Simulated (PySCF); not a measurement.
Write an ASE script for PySCF 2.14.0 that does the following.

| Quantity | Value |
| --- | --- |
| Task | atomic charges |
| Functional | PBE |
| Potentials or basis | def2-svp (all-electron) |
| k mesh | 1 × 1 × 1 |
| Occupations | fixed |
| Spin | no spin polarisation |
| Exponents discarded below (exp_to_discard) | 0 1/bohr^2 |
| conv_tol | 1e-07 Ha |
| max_cycle | 60 |
| Relativity | none |
| Coulomb method | Gaussian density fitting (GDF) |
| Grid for exchange and correlation | Becke, atom-centred |

The structure of C2AlFH2 lies in POSCAR:

```
AlH2C2F
1.0
   14.0000000000      0.0000000000      0.0000000000
    0.0000000000     12.0000000000      0.0000000000
    0.0000000000      0.0000000000     12.0000000000
C Al F H
2 1 1 2
Direct
    0.6057980000      0.4560300000      0.4268050000
    0.5272970000      0.4668910000      0.4707580000
    0.4142150000      0.4965780000      0.5384490000
    0.3271090000      0.4056950000      0.5142020000
    0.6787340000      0.4429730000      0.3931760000
    0.3872460000      0.5967230000      0.6127290000
```

The cell isn't the ideal one: atoms moved at random, drawn with an rms of 0.05 Å.

One way to write it, as run:

run.py

```python
import json
import numpy as np
from pyscf.pbc import gto, scf, dft, df
from pyscf.pbc.tools import pyscf_ase
from ase.io import read

atoms = read('POSCAR')
cell = pyscf_ase.cell_from_ase(atoms)
cell.basis = 'def2-svp'
cell.exp_to_discard = 0
cell.precision = 1e-08
cell.max_memory = 2520  # MB
cell.verbose = 4
cell.build()

res = {}
kpts = cell.make_kpts([1, 1, 1])
mf = dft.KRKS(cell, kpts, xc='pbe')
mf = mf.density_fit()
mf.with_df._cderi_to_save = 'cderi.h5'
mf.with_df.build(j_only=False)
mf.conv_tol = 1e-07
mf.max_cycle = 60

mf.kernel()
res.update(converged=bool(mf.converged), e_tot=mf.e_tot, nelec=cell.nelectron, nao=cell.nao, mesh=list(map(int, cell.mesh)), a=cell.lattice_vectors().tolist(), coords=cell.atom_coords().tolist(),
           mo_energy=[np.real(x).tolist() for x in mf.mo_energy], mo_occ=[np.real(x).tolist() for x in mf.mo_occ])
res.update(kpts=cell.get_scaled_kpts(kpts).tolist())
res['parts'] = {k: float(np.real(v)) for k, v in mf.scf_summary.items() if np.isscalar(v)}
json.dump(res, open('results.json', 'w'))
if not mf.converged:
    raise SystemExit('SCF not converged')

print('levels (eV)')
for i, kp in enumerate(res['kpts'][:40]):
    print('k %7.4f %7.4f %7.4f  ' % tuple(kp), ' '.join('%.3f' % (x * 27.211386) for x in res['mo_energy'][i][:23]))

# Mulliken populations
dm, s = np.asarray(mf.make_rdm1()), np.asarray(mf.get_ovlp())
sites = cell.aoslice_by_atom()[:, 2:]
tot = np.einsum('kij,kji->i', dm, s).real / len(kpts)
res['mulliken'] = [cell.atom_charge(i) - tot[a0:a1].sum() for i, (a0, a1) in enumerate(sites)]
print('Mulliken charges', np.round(res['mulliken'], 5))
res['meta_lowdin'] = mf.mulliken_meta()[1].tolist()

# density on a uniform mesh
grids = dft.gen_grid.UniformGrids(cell)
grids.mesh = [71, 61, 61]
grids.build()
ni = dft.numint.KNumInt()
rho = [ni.get_rho(cell, x, grids, kpts) for x in [dm]]
np.save('rho.npy', np.reshape(rho, (-1, *grids.mesh)))
res['done'] = True
json.dump(res, open('results.json', 'w'))
```

Potentials or basis: def2-svp (all-electron).

The run is started by

```sh
$ OMP_NUM_THREADS=2 python -u run.py > log
```

It gave:

```json
{"Gap between the frontier levels": "4.94 eV", "Meta-löwdin charges": "C -0.09, -0.33; Al +0.86; F -0.46; H +0.16, -0.15 e"}
```

Caveat: this is a molecule in a periodic box at the Γ point, so its band gap is the HOMO-LUMO gap; population charges move with the basis; the basis of atomic orbitals isn't converged, which shifts pressures, moduli and gaps.

Run time: 17 s on 2 threads of Arm Neoverse V1, on a shared host, peak memory 1.9 GiB.
